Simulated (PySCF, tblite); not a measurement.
# C₃H₉ClGeSi₂: geometry, infrared bands and NMR shifts

Wanted: the infrared bands and NMR shifts of C₃H₉ClGeSi₂ (`C#C[Si@](C)([GeH3])[SiH2]Cl`), by calculation.

The runs use tblite 0.8.0 and PySCF 2.14.0, with density-fitted response routines of our own; the level of theory stands in each step. All values are computed, except where a source is named. Atoms are numbered from 0 throughout.

## Step 1: The starting structure

16 atoms, charge 0, multiplicity 1; geometry from: force field or distance geometry start.

Bonds of the start (Å): C0–C1 1.20, C1–Si2 1.83, Si2–C3 1.85, Si2–Ge4 2.31, Si2–Si5 2.22, Si5–Cl6 2.08, C0–H7 1.05, C3–H8 1.11, C3–H9 1.10, C3–H10 1.13, Ge4–H11 1.56, Ge4–H12 1.55, Ge4–H13 1.54, Si5–H14 1.48, Si5–H15 1.48.

## Step 2: Optimising the geometry with GFN2-xTB

Job settings and geometry (Å):

```
{"job": {"kind": "relax", "xc": "GFN2-xTB", "basis": "xTB"}, "charge": 0, "multiplicity": 1}
C      0.188400     3.001100    -0.342600
C      0.088200     1.824100    -0.154300
Si    -0.022700     0.020500     0.148600
C      0.368300    -0.294400     1.929100
Ge     1.567700    -0.952100    -1.213500
Si    -2.101500    -0.574800    -0.375500
Cl    -2.149300    -1.520800    -2.222600
H      0.255400     4.032200    -0.522100
H     -0.511000    -0.185000     2.599500
H      1.185800     0.359400     2.251300
H      0.753800    -1.348900     2.054200
H      2.315800     0.156000    -2.016500
H      0.932500    -1.993100    -2.164000
H      2.625900    -1.612300    -0.305800
H     -2.542000    -1.533000     0.655800
H     -2.962900     0.629900    -0.333000
```

The run is started by

```
$ OMP_NUM_THREADS=1 python probes_run.py task.json out
```

One launch serves the whole session: the jobs run in the order shown.

**Question.** This job is followed by: GFN2-xTB harmonic vibrations, gas phase; GIAO PBE0/pcSseg-1 NMR shielding, non-relativistic, gas phase. What will the session give for the following? strongest single infrared mode (GFN2-xTB); zero-point energy (GFN2-xTB); 13C shifts against TMS (PBE0/pcSseg-1); 1H shifts against TMS (PBE0/pcSseg-1, means over atoms taken as alike); 29Si shifts against TMS (PBE0/pcSseg-1); 73Ge shifts against GeMe4 (PBE0/pcSseg-1); 35Cl shifts against HCl (PBE0/pcSseg-1).

**Answer**, as computed:

| quantity | value |
| --- | --- |
| strongest single infrared mode (GFN2-xTB) | 790 cm⁻¹, 762 km/mol |
| zero-point energy (GFN2-xTB) | 60.0 kcal/mol |
| 13C shifts against TMS (PBE0/pcSseg-1) | 108.3, 88.6, 0.2 ppm |
| 1H shifts against TMS (PBE0/pcSseg-1, means over atoms taken as alike) | 5.41, 5.20, 3.37, 2.22, 0.50 ppm |
| 29Si shifts against TMS (PBE0/pcSseg-1) | -27.2, -58.5 ppm |
| 73Ge shifts against GeMe4 (PBE0/pcSseg-1) | -356 ppm |
| 35Cl shifts against HCl (PBE0/pcSseg-1) | -94 ppm |

What this shows: The optimisation took 79 steps and gained 0.452 eV; among the close pairs (by a distance rule), Si2–Si5 changed most, from 2.225 to 2.334 Å. The lowest mode is imaginary (37i cm⁻¹), so the xTB geometry is not a minimum. The strongest single mode, at 790 cm⁻¹, is spread over many atoms; the largest shares are those of H14, H15. Unscaled tight-binding wavenumbers are off by several per cent, some by more. Its intensities can rank the bands wrongly. At PBE0/pcSseg-1: The largest span, 292 ppm, is at C1, where the paramagnetic term is -163 ppm. Spin-orbit coupling is left out, which matters for shieldings and couplings at and beside the heavy atoms.
